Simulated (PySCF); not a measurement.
# BiH2O2 (Bi(OH)2+): the cost of one run

Method: BP86, Bi def2-SVP with ECP60, O def2-SVP, H def2-SVP; scalar-relativistic core potentials, no spin–orbit coupling; program: PySCF 2.14.0.

2 further runs of the same task are left out: 2 for a known fault of the program.

### 1 Starting geometry

5 atoms, charge 1, spin multiplicity 1.

Bond lengths: Bi1–O2 2.024 Å, Bi1–O4 2.024 Å, O2–H3 0.966 Å, O4–H5 0.966 Å. Angles: O2–Bi1–O4 180.0°, Bi1–O2–H3 158.7°, Bi1–O4–H5 158.7°.

Geometry (Å):

```
Bi    0.0000    0.0000    0.0000
O     0.0000    0.0000    2.0240
H     0.0000    0.3500    2.9240
O     0.0000    0.0000   -2.0240
H     0.0000   -0.3500   -2.9240
```

Formal oxidation states: Bi +3.

### 2 SCF at the start, singlet

File run.py (the lines that set the calculation):

```python
mol = gto.M(atom='''
Bi     0.00000     0.00000     0.00000
O      0.00000     0.00000     2.02400
H      0.00000     0.35000     2.92400
O      0.00000     0.00000    -2.02400
H      0.00000    -0.35000    -2.92400''',
    basis={'Bi': 'def2-SVP', 'O': 'def2-SVP', 'H': 'def2-SVP'},
    ecp={'Bi': 'def2-SVP'},
    charge=1, spin=0)
mf = dft.RKS(mol, xc='B88,P86')
mf.grids.atom_grid = (50, 194)
mf = mf.density_fit()  # fitting sets: Bi def2-universal-JKFIT, O def2-universal-JKFIT, H def2-universal-JKFIT
mf.conv_tol = 1e-08; mf.max_cycle = 55
mf.kernel(dm0)  # dm0: free metal ions and neutral atoms
```

The run is started by

```bash
> OMP_NUM_THREADS=2 python run.py
```

What time and memory should one allow on 2 threads of Arm Neoverse V2, shared host?

About 1.1 s, with a peak of 0.33 GiB.
